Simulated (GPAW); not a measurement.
Al3Pt2:

```
CELL_PARAMETERS angstrom
4.20714 0.00000 0.00000
-2.10357 3.64349 0.00000
0.00000 0.00000 5.18896
ATOMIC_POSITIONS crystal
Pt 0.66667 0.33333 0.83387
Pt 0.33333 0.66667 0.16613
Al 0.66667 0.33333 0.35317
Al 0.33333 0.66667 0.64683
Al 0.00000 0.00000 0.00000
```

The cell comes from a database or a generator and needn't be the stable form of this composition.

| Item | Value |
| --- | --- |
| Program | GPAW 26.7.0 |
| Task | relaxation of cell and atoms |
| Functional | PBEsol |
| Dispersion | D3(BJ) |
| Potentials or basis | PAW data sets generated in the run's folder for this functional |
| Cutoff | 600 eV |
| Basis | pw |
| k mesh | 5 × 5 × 4 |
| Occupations | fermi-dirac, width 0.05 eV |
| Spin | no spin polarisation |

At the start: pressure -4.4 GPa; volume 15.91 Å³/atom.

**Question.** Where does the relaxation end?

**Answer.** Over 9 steps the energy falls by 7.0 meV/atom and the volume is 15.49 Å³/atom (-2.6 %); space group P-3m1 (No. 164, to 0.05 Å).

Step by step:
| step | energy change (eV) | largest force (eV/Å) | pressure (GPa) | volume (Å³) |
| --- | --- | --- | --- | --- |
| 1 | 0.0000 | 0.1921 | -4.37 | 79.54 |
| 2 | -0.0089 | 0.1531 | -3.78 | 79.24 |
| 3 | -0.0329 | 0.1059 | 0.08 | 77.47 |
| 4 | -0.0336 | 0.0751 | -0.07 | 77.53 |
| 5 | -0.0345 | 0.0282 | -0.01 | 77.50 |
| 6 | -0.0346 | 0.0362 | 0.10 | 77.45 |
| 7 | -0.0348 | 0.0316 | 0.21 | 77.40 |
| 8 | -0.0350 | 0.0213 | 0.22 | 77.40 |
| 9 | -0.0351 | 0.0154 | 0.12 | 77.45 |

Final structure:
```xyz
5
Lattice="4.1829 0.0000 0.0000 -2.0914 3.6225 0.0000 0.0000 0.0000 5.1113" Properties=species:S:1:pos:R:3 pbc="T T T"
Pt    2.0914    1.2075    4.2797
Pt    0.0000    2.4150    0.8316
Al    2.0914    1.2075    1.8077
Al    0.0000    2.4150    3.3036
Al    0.0000    0.0000    0.0000
```

Caveat: later steps reuse the first step's grids; pairwise dispersion overbinds metals, which lowers pressure and volume.
